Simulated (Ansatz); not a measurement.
# Cl3HSZr: one species, many methods

One table from this session's results is given with a row withheld; the runs are named, their logs left out.

The runs use Ansatz 0.2.0, Gaussian basis; functionals in def2-TZVPP, the program's frozen cores in correlated methods.

The runs, in order: LDA (SPW92), PBE-D4, revPBE-D4, BLYP-D4, r2SCAN-D4, B97M-V, PBE0-D4, B3LYP-D4, r2SCANh-D4, r2SCAN0-D4, HSE06-D4, BHLYP-D4, CAM-B3LYP-D4, LC-ωPBE, ωB97X-V, ωB97M-V, B2PLYP, PBE-QIDH; CCSD(T)/def2-SVP; CCSD(T)/def2-TZVPP; MP2/def2-QZVPP; extrapolation to the limit; RPA on PBE.

### The geometry

All runs share one geometry, relaxed beforehand with PBE0-D4 in a triple-zeta def2 set. Zr takes the def2 core potential; no spin-orbit term is included.

SMILES `[SH][Zr]([Cl])([Cl])[Cl]`, 6 atoms, charge 0, spin multiplicity 1.

Atoms are counted from 1 here; the program's logs count them from 0.

Bond lengths: S1–Zr2 2.411 Å, S1–H6 1.350 Å, Zr2–Cl3 2.316 Å, Zr2–Cl4 2.324 Å, Zr2–Cl5 2.324 Å. Angles: Zr2–S1–H6 90.0°, S1–Zr2–Cl3 106.0°, S1–Zr2–Cl4 108.9°, S1–Zr2–Cl5 108.9°, Cl3–Zr2–Cl4 112.3°, Cl3–Zr2–Cl5 112.3°, Cl4–Zr2–Cl5 108.4°.

Set-up of the first run:

in.yaml reads:

```yaml
crystal:
  periodic: [false, false, false]
  atoms:
    - {symbol: S, position_ang: [-1.764391, 0.868435, -0.029216]}
    - {symbol: Zr, position_ang: [0.503282, 0.052351, 0.049147]}
    - {symbol: Cl, position_ang: [1.829849, 1.899002, 0.490404]}
    - {symbol: Cl, position_ang: [0.662287, -1.565890, 1.709051]}
    - {symbol: Cl, position_ang: [1.018386, -0.934901, -1.990322]}
    - {symbol: H, position_ang: [-2.207313, -0.382897, -0.275163]}
basis:
  gaussian: {orbitals: def2-TZVPP}
hamiltonian: {xc: lda}
output: {orbitals: {seedname: orbitals}}
```

Launch:

```sh
ansatz run in.yaml --threads 4 --pin off --events-out ev --progress --plain --max-ram 10444MiB
```

Steps of the session up to this table: LDA; PBE-D4 (GGA); revPBE-D4 (GGA); BLYP-D4 (GGA); r2SCAN-D4 (meta-GGA); B97M-V (meta-GGA); PBE0-D4 (hybrid); B3LYP-D4 (hybrid); r2SCANh-D4 (hybrid); r2SCAN0-D4 (hybrid); HSE06-D4 (hybrid); BHLYP-D4 (hybrid); CAM-B3LYP-D4 (range-separated); LC-ωPBE (range-separated); ωB97X-V (range-separated); ωB97M-V (range-separated); B2PLYP (double hybrid); PBE-QIDH (double hybrid).

One table of the session follows, with a row left open; its other results are not shown here.

It belongs to the step «Frontier levels by functional». 

| functional | HOMO (eV) | LUMO (eV) | gap (eV) |
| --- | --- | --- | --- |
| LDA (SPW92) | -7.23 | -3.74 | 3.49 |
| PBE-D4 | -7.07 | -3.52 | 3.56 |
| revPBE-D4 | -7.02 | -3.44 | 3.58 |
| BLYP-D4 | -6.88 | -3.36 | 3.52 |
| r2SCAN-D4 | -7.39 | -3.40 | 3.98 |
| B97M-V | -7.43 | -3.34 | 4.10 |
| PBE0-D4 | -8.29 | -2.74 | 5.55 |
| B3LYP-D4 | -8.02 | -2.91 | 5.11 |
| r2SCANh-D4 | -7.83 | -3.11 | 4.72 |
| r2SCAN0-D4 | -8.49 | -2.65 | 5.84 |
| HSE06-D4 | -7.89 | -3.11 | 4.78 |
| BHLYP-D4 | -9.33 | -1.75 | 7.57 |
| CAM-B3LYP-D4 | -9.56 | -1.64 | 7.92 |
| LC-ωPBE | -10.97 | -0.56 | 10.41 |
| ωB97X-V | ? | ? | ? |
| ωB97M-V | -10.41 | -0.65 | 9.76 |

**Question.** Estimate the row for ωB97X-V.

The run gave: HOMO (eV): -10.60; LUMO (eV): -0.61; gap (eV): 9.98. In the column «HOMO (eV)» it lies between LC-ωPBE (-10.97) and ωB97M-V (-10.41).
